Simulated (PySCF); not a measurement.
# C₅H₇IO₂: NMR shieldings, spin-spin couplings, relativistic core levels

Aim: compute the NMR shieldings, spin-spin couplings, relativistic core levels of C₅H₇IO₂ (`C[C@@H]1[C@H](I)[C@@H]1C(=O)O`).

Computed with PySCF 2.14.0 and routines of our own; the level stands in each step. Atoms count from 0.

## (1) The system as given

15 atoms, charge 0, multiplicity 1; geometry from: GFN2-xTB.

## (2) NMR shieldings: PBE/pcJ-1 I:dyall-v2z, spin–orbit

Job settings and geometry (Å):

```
{"job": {"kind": "hnmr", "xc": "PBE", "basis": {"default": "pcJ-1", "I": "dyall-v2z"}, "rel": "so"}, "charge": 0, "multiplicity": 1}
C     -1.058567     0.837592     1.171863
C     -1.114360    -0.120713     0.013664
C     -0.414965    -1.431374     0.031834
I      0.704698    -2.075261     1.714680
C      0.090304    -0.347890    -0.889774
C      1.372674     0.339222    -0.629919
O      1.876383     0.538410     0.443999
O      1.946257     0.732305    -1.777631
H     -1.325148     1.840126     0.841970
H     -1.766134     0.527237     1.939458
H     -0.064122     0.869218     1.607976
H     -2.068984    -0.110880    -0.505183
H     -0.881674    -2.284142    -0.439900
H     -0.091649    -0.479154    -1.950455
H      2.790876     1.173293    -1.594493
```

With the program's defaults for keys left out, this is: PBE/pcJ-1 I:dyall-v2z GIAO NMR shielding, X2C with spin-orbit coupling, screened-nuclear two-electron part, Gaussian nuclei, gas phase.

Command:

```console
$ OMP_NUM_THREADS=1 python heavy_run.py task.json out
```

This one command runs all jobs of the session in turn.

Log:

```text
spin-free SCF
coarse grid: 61592 points
cycle   1  E = -7460.0144136916  dE =  8.730e-01  |g| = 1.101e+00  |ddm| = 3.516e+00
cycle   2  E = -7458.9838648906  dE =  1.031e+00  |g| = 2.449e+00  |ddm| = 3.146e+00
cycle   3  E = -7460.1317790941  dE = -1.148e+00  |g| = 6.996e-01  |ddm| = 2.838e+00
cycle   4  E = -7460.2229084350  dE = -9.113e-02  |g| = 1.919e-01  |ddm| = 5.727e-01
cycle   5  E = -7460.2281940367  dE = -5.286e-03  |g| = 8.196e-02  |ddm| = 2.043e-01
cycle   6  E = -7460.2294106759  dE = -1.217e-03  |g| = 1.945e-02  |ddm| = 7.692e-02
cycle   7  E = -7460.2294752605  dE = -6.458e-05  |g| = 1.080e-02  |ddm| = 3.559e-02
cycle   8  E = -7460.2295006891  dE = -2.543e-05  |g| = 2.521e-03  |ddm| = 1.386e-02
cycle   9  E = -7460.2295017756  dE = -1.087e-06  |g| = 1.299e-03  |ddm| = 3.405e-03
final grid: 130104 points
cycle  10  E = -7460.2305732946  dE = -5.506e-06  |g| = 6.705e-03  |ddm| = 5.404e-03
cycle  11  E = -7460.2305653531  dE =  7.942e-06  |g| = 6.180e-03  |ddm| = 8.887e-03
cycle  12  E = -7460.2305694069  dE = -4.054e-06  |g| = 4.728e-03  |ddm| = 1.112e-02
cycle  13  E = -7460.2305749715  dE = -5.565e-06  |g| = 1.062e-03  |ddm| = 5.399e-03
cycle  14  E = -7460.2305752067  dE = -2.353e-07  |g| = 2.382e-04  |ddm| = 9.782e-04
cycle  15  E = -7460.2305752174  dE = -1.066e-08  |g| = 2.858e-05  |ddm| = 1.941e-04
cycle  16  E = -7460.2305752175  dE = -1.419e-10  |g| = 5.694e-06  |ddm| = 2.240e-05
converged SCF energy = -7460.2305752175
two-component SCF
cycle   1  E = -7459.2968873267  dE = -7.459e+03  |FDS-SDF| = 1.220e+02
cycle   2  E = -7461.4681626621  dE = -2.171e+00  |FDS-SDF| = 8.180e-02
cycle   3  E = -7461.4681502461  dE =  1.242e-05  |FDS-SDF| = 1.990e-02
cycle   4  E = -7461.4680923205  dE =  5.793e-05  |FDS-SDF| = 1.942e-02
cycle   5  E = -7461.4681661347  dE = -7.381e-05  |FDS-SDF| = 8.181e-03
cycle   6  E = -7461.4681796044  dE = -1.347e-05  |FDS-SDF| = 1.965e-03
cycle   7  E = -7461.4681802331  dE = -6.287e-07  |FDS-SDF| = 6.934e-04
cycle   8  E = -7461.4681803082  dE = -7.510e-08  |FDS-SDF| = 9.871e-05
cycle   9  E = -7461.4681803102  dE = -1.988e-09  |FDS-SDF| = 3.362e-05
converged, E = -7461.4681803102

Field gradients (au) and densities at the nuclei (bohr^-3)
atom        Vxx        Vyy        Vzz        centre      nuclear mean
  0 C     -0.0212    -0.0985     0.1197        126.018        126.016
  1 C     -0.0748    -0.1112     0.1860        126.015        126.013
  2 C     -0.0685    -0.2707     0.3392        126.075        126.072
  3 I     -5.9336    -6.7558    12.6894     246307.826     238487.778
  4 C     -0.0452    -0.1377     0.1829        126.008        126.006
  5 C      0.0409     0.2874    -0.3282        126.242        126.240
  6 O      0.6627     0.7700    -1.4327        311.843        311.833
  7 O     -0.4566    -1.1231     1.5796        311.580        311.569
  8 H     -0.1473    -0.1578     0.3051          0.487          0.487
  9 H     -0.1461    -0.1574     0.3035          0.485          0.485
 10 H     -0.1394    -0.1527     0.2921          0.481          0.481
 11 H     -0.1402    -0.1640     0.3043          0.488          0.488
 12 H     -0.1428    -0.1718     0.3146          0.486          0.486
 13 H     -0.1376    -0.1682     0.3058          0.485          0.485
 14 H     -0.1923    -0.2314     0.4237          0.458          0.458
without picture change
  3 I                           13.7612                    538529.288

Core orbital energies (eV)
atom   shell        mean    spread
  3 I  1s       -32914.695   0.000
  3 I  2s        -5084.773   0.000
  3 I  3s        -1025.624   0.000
  3 I  4s         -179.227   0.000
  3 I  5s          -17.219   0.000
  3 I  2p1/2     -4769.772   0.000
  3 I  2p3/2     -4472.815   0.045
  3 I  3p1/2      -895.701   0.000
  3 I  3p3/2      -839.629   0.118
  3 I  4p1/2      -133.913   0.000
  3 I  4p3/2      -122.974   0.293
  3 I  3d3/2      -610.981   0.109
  3 I  3d5/2      -599.346   0.142
  3 I  4d3/2       -50.227   0.331
  3 I  4d5/2       -48.506   0.446

vertical triplet (scalar unrestricted SCF): 4.073 eV

Shielding tensors (ppm)
atom      isotropic    diamagn.    paramagn.     s11        s22        s33       span
  0 C       167.93      245.11      -77.18     149.91     168.19     185.70      35.79
  1 C       155.82      247.04      -91.21     125.40     159.58     182.49      57.10
  2 C       174.01      250.78      -76.77     135.46     186.72     199.86      64.40
  3 I      5125.32     5086.84       38.48    4530.54    4679.32    6166.11    1635.57
  4 C       161.25      249.50      -88.25     128.70     155.07     199.99      71.30
  5 C        13.65      247.19     -233.54     -74.55      43.45      72.03     146.58
  6 O       -87.88      403.10     -490.99    -334.88    -192.94     264.17     599.05
  7 O       109.44      387.71     -278.27     -44.55     116.82     256.07     300.62
  8 H        30.82       29.24        1.58      25.41      27.66      39.37      13.96
  9 H        30.82       28.84        1.98      25.62      28.58      38.25      12.63
 10 H        29.86       28.82        1.04      24.71      32.07      32.80       8.09
 11 H        30.21       30.61       -0.40      23.60      26.81      40.21      16.61
 12 H        28.13       30.98       -2.85      17.67      26.92      39.80      22.12
 13 H        29.84       31.22       -1.38      22.28      27.98      39.27      16.99
 14 H        25.68       29.14       -3.47      18.94      23.21      34.88      15.94
```

Run time: 7.6 min. Hardware: 1 thread of Intel Xeon at 2.50GHz, shared host; peak memory 1.9 GiB.

From this job:

| quantity | value |
| --- | --- |
| energy from spin-orbit coupling | -1.2376 Eh |

## (3) Spin-spin couplings: PBE/pcJ-1 I:dyall-v2z, spin–orbit

Settings changed since step 2:

```diff
@@ -1,2 +1,2 @@
-{"job": {"kind": "hnmr", "xc": "PBE", "basis": {"default": "pcJ-1", "I": "dyall-v2z"}, "rel": "so"}, "charge": 0, "multiplicity": 1}
+{"job": {"kind": "hj", "xc": "PBE", "basis": {"default": "pcJ-1", "I": "dyall-v2z"}, "rel": "so", "atoms": [3]}, "charge": 0, "multiplicity": 1}
 C     -1.058567     0.837592     1.171863
```

Method: PBE/pcJ-1 I:dyall-v2z indirect spin-spin coupling, X2C with spin-orbit coupling, screened-nuclear two-electron part, Gaussian nuclei, gas phase.

Log:

```text
spin-free SCF
coarse grid: 61592 points
cycle   1  E = -7460.0144136916  dE =  8.730e-01  |g| = 1.101e+00  |ddm| = 3.516e+00
cycle   2  E = -7458.9838648906  dE =  1.031e+00  |g| = 2.449e+00  |ddm| = 3.146e+00
cycle   3  E = -7460.1317790941  dE = -1.148e+00  |g| = 6.996e-01  |ddm| = 2.838e+00
cycle   4  E = -7460.2229084350  dE = -9.113e-02  |g| = 1.919e-01  |ddm| = 5.727e-01
cycle   5  E = -7460.2281940367  dE = -5.286e-03  |g| = 8.196e-02  |ddm| = 2.043e-01
cycle   6  E = -7460.2294106759  dE = -1.217e-03  |g| = 1.945e-02  |ddm| = 7.692e-02
cycle   7  E = -7460.2294752605  dE = -6.458e-05  |g| = 1.080e-02  |ddm| = 3.559e-02
cycle   8  E = -7460.2295006891  dE = -2.543e-05  |g| = 2.521e-03  |ddm| = 1.386e-02
cycle   9  E = -7460.2295017756  dE = -1.087e-06  |g| = 1.299e-03  |ddm| = 3.405e-03
final grid: 130104 points
cycle  10  E = -7460.2305732946  dE = -5.506e-06  |g| = 6.705e-03  |ddm| = 5.404e-03
cycle  11  E = -7460.2305653531  dE =  7.942e-06  |g| = 6.180e-03  |ddm| = 8.887e-03
cycle  12  E = -7460.2305694069  dE = -4.054e-06  |g| = 4.728e-03  |ddm| = 1.112e-02
cycle  13  E = -7460.2305749715  dE = -5.565e-06  |g| = 1.062e-03  |ddm| = 5.399e-03
cycle  14  E = -7460.2305752067  dE = -2.353e-07  |g| = 2.382e-04  |ddm| = 9.782e-04
cycle  15  E = -7460.2305752174  dE = -1.066e-08  |g| = 2.858e-05  |ddm| = 1.941e-04
cycle  16  E = -7460.2305752175  dE = -1.419e-10  |g| = 5.694e-06  |ddm| = 2.240e-05
converged SCF energy = -7460.2305752175
two-component SCF
cycle   1  E = -7459.2968873267  dE = -7.459e+03  |FDS-SDF| = 1.220e+02
cycle   2  E = -7461.4681626621  dE = -2.171e+00  |FDS-SDF| = 8.180e-02
cycle   3  E = -7461.4681502461  dE =  1.242e-05  |FDS-SDF| = 1.990e-02
cycle   4  E = -7461.4680923205  dE =  5.793e-05  |FDS-SDF| = 1.942e-02
cycle   5  E = -7461.4681661347  dE = -7.381e-05  |FDS-SDF| = 8.181e-03
cycle   6  E = -7461.4681796044  dE = -1.347e-05  |FDS-SDF| = 1.965e-03
cycle   7  E = -7461.4681802331  dE = -6.287e-07  |FDS-SDF| = 6.934e-04
cycle   8  E = -7461.4681803082  dE = -7.510e-08  |FDS-SDF| = 9.871e-05
cycle   9  E = -7461.4681803102  dE = -1.988e-09  |FDS-SDF| = 3.362e-05
converged, E = -7461.4681803102

Indirect spin-spin couplings
  i        j     bonds      J/Hz   K/1e19 T2/J   anisotropy/Hz
  3 127I    0  13C    3        5.14        8.44        24.9
  3 127I    1  13C    2       -3.23       -5.32        25.4
  3 127I    2  13C    1     -171.54     -281.84        65.9
  3 127I    4  13C    2       -0.60       -0.99        20.9
  3 127I    5  13C    3       -6.47      -10.64       -14.5
  3 127I    6  17O    4      -12.44       37.89       -18.6
  3 127I    7  17O    4        0.93       -2.83        -9.6
  3 127I    8   1H    4        3.41        1.41         4.7
  3 127I    9   1H    4       -0.24       -0.10         5.0
  3 127I   10   1H    4        1.40        0.58         2.8
  3 127I   11   1H    3       -1.84       -0.76        19.1
  3 127I   12   1H    2       29.06       12.01        37.3
  3 127I   13   1H    3       -1.94       -0.80        18.1
  3 127I   14   1H    5        0.28        0.12        -3.0
```

It took 4.5 min on 1 thread of Intel Xeon at 2.50GHz, shared host; peak memory 1.7 GiB.

Key values:

| quantity | value |
| --- | --- |
| energy from spin-orbit coupling | -1.2376 Eh |

## (4) Relativistic core levels: PBE/pcJ-1 I:dyall-v2z, spin–orbit

Settings changed since step 3:

```diff
@@ -1,2 +1,2 @@
-{"job": {"kind": "hj", "xc": "PBE", "basis": {"default": "pcJ-1", "I": "dyall-v2z"}, "rel": "so", "atoms": [3]}, "charge": 0, "multiplicity": 1}
+{"job": {"kind": "hxps", "xc": "PBE", "basis": {"default": "pcJ-1", "I": "dyall-v2z"}, "rel": "so", "holes": [[3, "3d"], [3, "4d"]]}, "charge": 0, "multiplicity": 1}
 C     -1.058567     0.837592     1.171863
```

Method: PBE/pcJ-1 I:dyall-v2z core ionisation, delta-SCF with one localised hole, X2C with spin-orbit coupling, screened-nuclear two-electron part, Gaussian nuclei, gas phase.

Log:

```text
spin-free SCF
coarse grid: 61592 points
cycle   1  E = -7460.0144136916  dE =  8.730e-01  |g| = 1.101e+00  |ddm| = 3.516e+00
cycle   2  E = -7458.9838648906  dE =  1.031e+00  |g| = 2.449e+00  |ddm| = 3.146e+00
cycle   3  E = -7460.1317790941  dE = -1.148e+00  |g| = 6.996e-01  |ddm| = 2.838e+00
cycle   4  E = -7460.2229084350  dE = -9.113e-02  |g| = 1.919e-01  |ddm| = 5.727e-01
cycle   5  E = -7460.2281940367  dE = -5.286e-03  |g| = 8.196e-02  |ddm| = 2.043e-01
cycle   6  E = -7460.2294106759  dE = -1.217e-03  |g| = 1.945e-02  |ddm| = 7.692e-02
cycle   7  E = -7460.2294752605  dE = -6.458e-05  |g| = 1.080e-02  |ddm| = 3.559e-02
cycle   8  E = -7460.2295006891  dE = -2.543e-05  |g| = 2.521e-03  |ddm| = 1.386e-02
cycle   9  E = -7460.2295017756  dE = -1.087e-06  |g| = 1.299e-03  |ddm| = 3.405e-03
final grid: 130104 points
cycle  10  E = -7460.2305732946  dE = -5.506e-06  |g| = 6.705e-03  |ddm| = 5.404e-03
cycle  11  E = -7460.2305653531  dE =  7.942e-06  |g| = 6.180e-03  |ddm| = 8.887e-03
cycle  12  E = -7460.2305694069  dE = -4.054e-06  |g| = 4.728e-03  |ddm| = 1.112e-02
cycle  13  E = -7460.2305749715  dE = -5.565e-06  |g| = 1.062e-03  |ddm| = 5.399e-03
cycle  14  E = -7460.2305752067  dE = -2.353e-07  |g| = 2.382e-04  |ddm| = 9.782e-04
cycle  15  E = -7460.2305752174  dE = -1.066e-08  |g| = 2.858e-05  |ddm| = 1.941e-04
cycle  16  E = -7460.2305752175  dE = -1.419e-10  |g| = 5.694e-06  |ddm| = 2.240e-05
converged SCF energy = -7460.2305752175
two-component SCF
cycle   1  E = -7459.2968873267  dE = -7.459e+03  |FDS-SDF| = 1.220e+02
cycle   2  E = -7461.4681626621  dE = -2.171e+00  |FDS-SDF| = 8.180e-02
cycle   3  E = -7461.4681502461  dE =  1.242e-05  |FDS-SDF| = 1.990e-02
cycle   4  E = -7461.4680923205  dE =  5.793e-05  |FDS-SDF| = 1.942e-02
cycle   5  E = -7461.4681661347  dE = -7.381e-05  |FDS-SDF| = 8.181e-03
cycle   6  E = -7461.4681796044  dE = -1.347e-05  |FDS-SDF| = 1.965e-03
cycle   7  E = -7461.4681802331  dE = -6.287e-07  |FDS-SDF| = 6.934e-04
cycle   8  E = -7461.4681803082  dE = -7.510e-08  |FDS-SDF| = 9.871e-05
cycle   9  E = -7461.4681803102  dE = -1.988e-09  |FDS-SDF| = 3.362e-05
converged, E = -7461.4681803102

Field gradients (au) and densities at the nuclei (bohr^-3)
atom        Vxx        Vyy        Vzz        centre      nuclear mean
  0 C     -0.0212    -0.0985     0.1197        126.018        126.016
  1 C     -0.0748    -0.1112     0.1860        126.015        126.013
  2 C     -0.0685    -0.2707     0.3392        126.075        126.072
  3 I     -5.9336    -6.7558    12.6894     246307.826     238487.778
  4 C     -0.0452    -0.1377     0.1829        126.008        126.006
  5 C      0.0409     0.2874    -0.3282        126.242        126.240
  6 O      0.6627     0.7700    -1.4327        311.843        311.833
  7 O     -0.4566    -1.1231     1.5796        311.580        311.569
  8 H     -0.1473    -0.1578     0.3051          0.487          0.487
  9 H     -0.1461    -0.1574     0.3035          0.485          0.485
 10 H     -0.1394    -0.1527     0.2921          0.481          0.481
 11 H     -0.1402    -0.1640     0.3043          0.488          0.488
 12 H     -0.1428    -0.1718     0.3146          0.486          0.486
 13 H     -0.1376    -0.1682     0.3058          0.485          0.485
 14 H     -0.1923    -0.2314     0.4237          0.458          0.458
without picture change
  3 I                           13.7612                    538529.288

Core orbital energies (eV)
atom   shell        mean    spread
  3 I  1s       -32914.695   0.000
  3 I  2s        -5084.773   0.000
  3 I  3s        -1025.624   0.000
  3 I  4s         -179.227   0.000
  3 I  5s          -17.219   0.000
  3 I  2p1/2     -4769.772   0.000
  3 I  2p3/2     -4472.815   0.045
  3 I  3p1/2      -895.701   0.000
  3 I  3p3/2      -839.629   0.118
  3 I  4p1/2      -133.913   0.000
  3 I  4p3/2      -122.974   0.293
  3 I  3d3/2      -610.981   0.109
  3 I  3d5/2      -599.346   0.142
  3 I  4d3/2       -50.227   0.331
  3 I  4d5/2       -48.506   0.446

hole in 3d5/2 of atom 3
cycle   1  E = -7437.9040620361  dE = -7.438e+03  |FDS-SDF| = 4.828e+00
cycle   2  E = -7437.4746003565  dE =  4.295e-01  |FDS-SDF| = 4.343e+00
cycle   3  E = -7438.4396365281  dE = -9.650e-01  |FDS-SDF| = 8.220e-01
cycle   4  E = -7438.5765445720  dE = -1.369e-01  |FDS-SDF| = 3.904e-01
cycle   5  E = -7438.6049798253  dE = -2.844e-02  |FDS-SDF| = 1.630e-01
cycle   6  E = -7438.6095337302  dE = -4.554e-03  |FDS-SDF| = 8.842e-02
cycle   7  E = -7438.6110396748  dE = -1.506e-03  |FDS-SDF| = 2.637e-02
cycle   8  E = -7438.6111608284  dE = -1.212e-04  |FDS-SDF| = 1.137e-02
cycle   9  E = -7438.6111897066  dE = -2.888e-05  |FDS-SDF| = 2.398e-03
cycle  10  E = -7438.6111907752  dE = -1.069e-06  |FDS-SDF| = 7.368e-04
cycle  11  E = -7438.6111908829  dE = -1.077e-07  |FDS-SDF| = 1.908e-04
cycle  12  E = -7438.6111908889  dE = -5.996e-09  |FDS-SDF| = 7.052e-05
converged, E = -7438.6111908889
hole in 4d5/2 of atom 3
cycle   1  E = -7459.2110832724  dE = -7.459e+03  |FDS-SDF| = 1.278e+00
cycle   2  E = -7458.7964853647  dE =  4.146e-01  |FDS-SDF| = 1.938e+00
cycle   3  E = -7459.3075492452  dE = -5.111e-01  |FDS-SDF| = 7.345e-01
cycle   4  E = -7459.4204888222  dE = -1.129e-01  |FDS-SDF| = 1.620e-01
cycle   5  E = -7459.4175568506  dE =  2.932e-03  |FDS-SDF| = 2.028e-01
cycle   6  E = -7459.4256545336  dE = -8.098e-03  |FDS-SDF| = 4.858e-02
cycle   7  E = -7459.4261123628  dE = -4.578e-04  |FDS-SDF| = 1.827e-02
cycle   8  E = -7459.4261929316  dE = -8.057e-05  |FDS-SDF| = 4.658e-03
cycle   9  E = -7459.4261974840  dE = -4.552e-06  |FDS-SDF| = 1.392e-03
cycle  10  E = -7459.4261978837  dE = -3.997e-07  |FDS-SDF| = 3.908e-04
cycle  11  E = -7459.4261979072  dE = -2.343e-08  |FDS-SDF| = 1.808e-04
converged, E = -7459.4261979072

Core binding energies (eV)
atom   line    delta-SCF   -orbital   splitting
  3 I  3d5/2     622.006     599.35    11.635
  3 I  4d5/2      55.706      48.51     1.721
```

Run time: 6.6 min. Hardware: 1 thread of Intel Xeon at 2.50GHz, shared host; peak memory 1.9 GiB.

From this job:

| quantity | value |
| --- | --- |
| energy from spin-orbit coupling | -1.2376 Eh |

## (5) Outcome

| quantity | value |
| --- | --- |
| energy from spin-orbit coupling (step 2, PBE/pcJ-1 I:dyall-v2z, spin–orbit) | -1.2376 Eh |
| shieldings (step 2, PBE/pcJ-1 I:dyall-v2z, spin–orbit) | C0 167.9, C1 155.8, C2 174.0, I3 5125.3, C4 161.3, C5 13.6, O6 -87.9, O7 109.4 ppm |
| energy from spin-orbit coupling (step 3, PBE/pcJ-1 I:dyall-v2z, spin–orbit) | -1.2376 Eh |
| largest reduced coupling (step 3, PBE/pcJ-1 I:dyall-v2z, spin–orbit) | I3–C2: J = -171.5 Hz, K = -282·10¹⁹ T²/J |
| I3 3d5/2 binding energy (step 4, PBE/pcJ-1 I:dyall-v2z, spin–orbit) | 622.0 eV, 3d3/2 633.6 eV |
| I3 4d5/2 binding energy (step 4, PBE/pcJ-1 I:dyall-v2z, spin–orbit) | 55.7 eV, 4d3/2 57.4 eV |
| energy from spin-orbit coupling (step 4, PBE/pcJ-1 I:dyall-v2z, spin–orbit) | -1.2376 Eh |

What this shows: In step 2, I3 has the widest tensor, 1636 ppm.
